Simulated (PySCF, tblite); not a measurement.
# C11H9N: geometry, infrared bands and NMR shifts

Wanted: the infrared bands and NMR shifts of C11H9N (`C#C/C(C#N)=C/C=C(C=C)C=C`), by calculation.

The runs use tblite 0.8.0 and PySCF 2.14.0, with density-fitted response routines of our own; the level of theory stands in each step. All values are computed, except where a source is named. Atoms are numbered from 0 throughout.

## 1. Starting geometry

21 atoms, charge 0, multiplicity 1; geometry from: force field or distance geometry start.

Bonds of the start (Å): C0–C1 1.21, C1–C2 1.42, C2–C3 1.44, C3–N4 1.15, C2–C5 1.36, C5–C6 1.46, C6–C7 1.35, C7–C8 1.46, C8–C9 1.35, C7–C10 1.47, C10–C11 1.34, C0–H12 1.05, C5–H13 1.09, C6–H14 1.10, C8–H15 1.09, C9–H16 1.08, C9–H17 1.08, C10–H18 1.09, C11–H19 1.08, C11–H20 1.08.

## 2. Relaxing the molecule with GFN2-xTB

Job settings and geometry (Å):

```
{"job": {"kind": "relax", "xc": "GFN2-xTB", "basis": "xTB"}, "charge": 0, "multiplicity": 1}
C      4.424500    -0.674900    -1.526000
C      3.438800    -0.022900    -1.248700
C      2.296100     0.738400    -0.895900
C      2.242400     2.136600    -1.251900
N      2.194000     3.254700    -1.510500
C      1.267000     0.123300    -0.263500
C      0.014600     0.730300     0.160900
C     -0.990400     0.119500     0.829300
C     -2.191800     0.909300     1.098200
C     -3.112600     0.635600     2.044000
C     -0.899700    -1.301800     1.173300
C     -1.707300    -2.250500     0.682000
H      5.274900    -1.239600    -1.770900
H      1.391300    -0.937700    -0.043900
H     -0.113200     1.789900    -0.085200
H     -2.350500     1.804600     0.501300
H     -3.023400    -0.221500     2.697200
H     -3.970000     1.278000     2.179300
H     -0.113400    -1.567100     1.885100
H     -2.489800    -2.008900    -0.018400
H     -1.590400    -3.278400     0.979800
```

Started as:

```bash
> OMP_NUM_THREADS=1 python probes_run.py task.json out
```

This one command runs all jobs of the session in turn.

**Question.** This job is followed by: GFN2-xTB harmonic vibrations, gas phase; GIAO PBE0/pcSseg-1 NMR shielding, non-relativistic, gas phase. Predict these results of the whole session: strongest single infrared mode (GFN2-xTB); zero-point energy (GFN2-xTB); ¹³C shifts against TMS (PBE0/pcSseg-1); ¹H shifts against TMS (PBE0/pcSseg-1); ¹⁵N shifts against NH3 (PBE0/pcSseg-1); surface potential, 1st and 99th percentile.

As calculated:

| quantity | value |
| --- | --- |
| strongest single infrared mode (GFN2-xTB) | 2355 cm⁻¹, 260 km/mol |
| zero-point energy (GFN2-xTB) | 97.5 kcal/mol |
| ¹³C shifts against TMS (PBE0/pcSseg-1) | 157.8, 155.1, 146.3, 138.7, 134.7, 133.5, 133.0, 120.2, 96.7, 94.1, 85.3 ppm |
| ¹H shifts against TMS (PBE0/pcSseg-1) | 7.66, 7.01, 6.88, 6.82, 6.30, 6.09, 5.99, 5.98, 3.08 ppm |
| ¹⁵N shifts against NH3 (PBE0/pcSseg-1) | 329.2 ppm |
| surface potential, 1st and 99th percentile | -1.74 V and 1.38 V |

**Reading.** The optimisation took 101 steps and gained 0.189 eV; among the close pairs (by a distance rule), C5–C6 changed most, from 1.455 to 1.418 Å. No mode is imaginary among the 57: a minimum at this level. The strongest single mode, at 2355 cm⁻¹, moves mainly C3 and N4. Unscaled tight-binding wavenumbers are off by several per cent, some by more. Its intensities can rank the bands wrongly. At PBE0/pcSseg-1: Shielding is most anisotropic at N4 (span 423 ppm, paramagnetic term -402 ppm). By nearest atom (PBE0/pcSseg-1), the HOMO sits on C2, C6, C7 about 14 % each; C0, C9 about 11 % each and the LUMO on C2, C5, C7 about 15 % each; C9 10 %.
